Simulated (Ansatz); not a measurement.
# Li3Rh4: the cost of one run

Computed with Ansatz 0.2.0 (DFT PBE, scalar-relativistic, plane waves, PAW, unless a step's input says otherwise).

**1. The structure to begin with**

It takes space group Pm-3m (No. 221, cubic). The conventional cell has a = 4.625 Å, b = 4.625 Å, c = 4.625 Å, α = 90.00°, β = 90.00°, γ = 90.00°. Around Li (site symmetry 4/mmm) lie 6 Rh at 2.31 Å. Rh (site symmetry m-3m) has 6 Li at 2.31 Å as nearest neighbours. Rh (site symmetry 4/mmm) has 4 Li at 2.31 Å as nearest neighbours.

Structure file:

```cif
data_structure
_symmetry_space_group_name_H-M 'P 1'
_symmetry_Int_Tables_number 1
_cell_length_a 4.6254
_cell_length_b 4.6254
_cell_length_c 4.6254
_cell_angle_alpha 90.000
_cell_angle_beta 90.000
_cell_angle_gamma 90.000
_cell_volume 98.95
loop_
_atom_site_label
_atom_site_type_symbol
_atom_site_fract_x
_atom_site_fract_y
_atom_site_fract_z
_atom_site_occupancy
Li1 Li 0.50000 0.00000 0.00000 1
Li2 Li 0.00000 0.50000 0.00000 1
Li3 Li 0.00000 0.00000 0.50000 1
Rh1 Rh 0.00000 0.00000 0.00000 1
Rh2 Rh 0.00000 0.50000 0.50000 1
Rh3 Rh 0.50000 0.00000 0.50000 1
Rh4 Rh 0.50000 0.50000 0.00000 1
```

The cell is invented: random cell by space group and Wyckoff sites (Pm-3m, No. 221). Lengths come from tabulated atomic sizes and are only a guess.

**2. The guess as it stands, on a coarse mesh**

Input file input.yaml:

```yaml
crystal:
  lattice:
    - [4.62535453, 0.0, 0.0]
    - [0.0, 4.62535453, 0.0]
    - [0.0, 0.0, 4.62535453]
  atoms:
    - { symbol: Li, position: [0.5, 0.0, 0.0] }
    - { symbol: Li, position: [0.0, 0.5, 0.0] }
    - { symbol: Li, position: [0.0, 0.0, 0.5] }
    - { symbol: Rh, position: [0.0, 0.0, 0.0] }
    - { symbol: Rh, position: [0.0, 0.5, 0.5] }
    - { symbol: Rh, position: [0.5, 0.0, 0.5] }
    - { symbol: Rh, position: [0.5, 0.5, 0.0] }
basis:
  ecutwfc: 420
kpoints:
  mp_grid: { grid: [4, 4, 4] }
hamiltonian:
  xc: pbe
scf:
  occupations: { method: gaussian, width: 0.1 }
  lower_state_search: "off"
output:
  forces: true
  stress: true
  eigenvalues: true
```

Command:

```
$ ansatz run input.yaml --threads 1 --pin off --max-ram 2048MiB --backend cpu --events-out ev --progress --plain --runs-dir out
```

What time and memory should one allow on 1 thread of Arm Neoverse V2, shared host?

About 2.3 s, with a peak of 0.34 GiB.
